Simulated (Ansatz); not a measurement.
# GaSb3: the cost of one run

Program: Ansatz 0.2.0. Level of theory: DFT PBEsol, scalar-relativistic, plane waves, PAW. These are calculated values, not measurements.

12 further runs of the same task are left out: 12 set aside as unsound or not needed.

**1. The structure to begin with**

Symmetry: Fm-3m, No. 225, cubic system. Conventional cell: a = 7.293 Å, b = 7.293 Å, c = 7.293 Å, α = 90.00°, β = 90.00°, γ = 90.00°. Around Ga (site symmetry m-3m) lie 8 Sb at 3.16 Å. Sb (site symmetry -43m) has 4 Ga at 3.16 Å and 4 Sb at 3.16 Å as nearest neighbours. Around Sb (site symmetry m-3m) lie 8 Sb at 3.16 Å.

Coordinates:

```
Ga Sb
1.0
     0.00000    3.64667    3.64667
     3.64667    0.00000    3.64667
     3.64667    3.64667    0.00000
Ga Sb
1 3
Cartesian
  0.0000 0.0000 0.0000
  1.8233 1.8233 1.8233
  5.4700 5.4700 5.4700
  3.6467 3.6467 3.6467
```

It goes back to an entry of the Materials Project, which need not be the stable form.

It is the result of an earlier relaxation at this level (volume 24.25 Å³/atom; gap on the mesh: none (metal)).

**2. Plan of the line**

The energy is mapped over volume and the cell's shape.

- volume per atom: 7 values from 22.31 to 26.19 Å³
- c/a of the conventional cell: 7 values from 0.923 to 1.083

Nothing else is relaxed (symmetry fixes all fractional coordinates). Energies count from the relaxed crystal. Points are written as (first, second).

**3. The run at (22.31 Å³, 0.923)**

File input.yaml:

```yaml
crystal:
  lattice:
    - [0.0, 3.6426978882, 3.3622101508]
    - [3.6426978882, 0.0, 3.3622101508]
    - [3.6426978882, 3.6426978882, 0.0]
  atoms:
    - { symbol: Ga, position: [0.0, 0.0, 0.0] }
    - { symbol: Sb, position: [0.25, 0.25, 0.25] }
    - { symbol: Sb, position: [0.75, 0.75, 0.75] }
    - { symbol: Sb, position: [0.5, 0.5, 0.5] }
basis:
  ecutwfc: 420
kpoints:
  mp_grid: { grid: [10, 10, 10] }
hamiltonian:
  xc: pbesol
  pseudopotentials: { kind: paw, azcp: { folder: soft_1 } }
scf:
  occupations: { method: gaussian, width: 0.15 }
output:
  forces: true
  stress: true
  eigenvalues: true
```

Run with:

```sh
$ ansatz run input.yaml --threads 2 --pin off --max-ram 4096MiB --backend cpu --events-out ev --progress --plain --runs-dir out
```

**Question.** How long does this run take on 2 threads of Arm Neoverse N1, shared host, and how much memory does it need?

About 18 s, with a peak of 0.51 GiB.
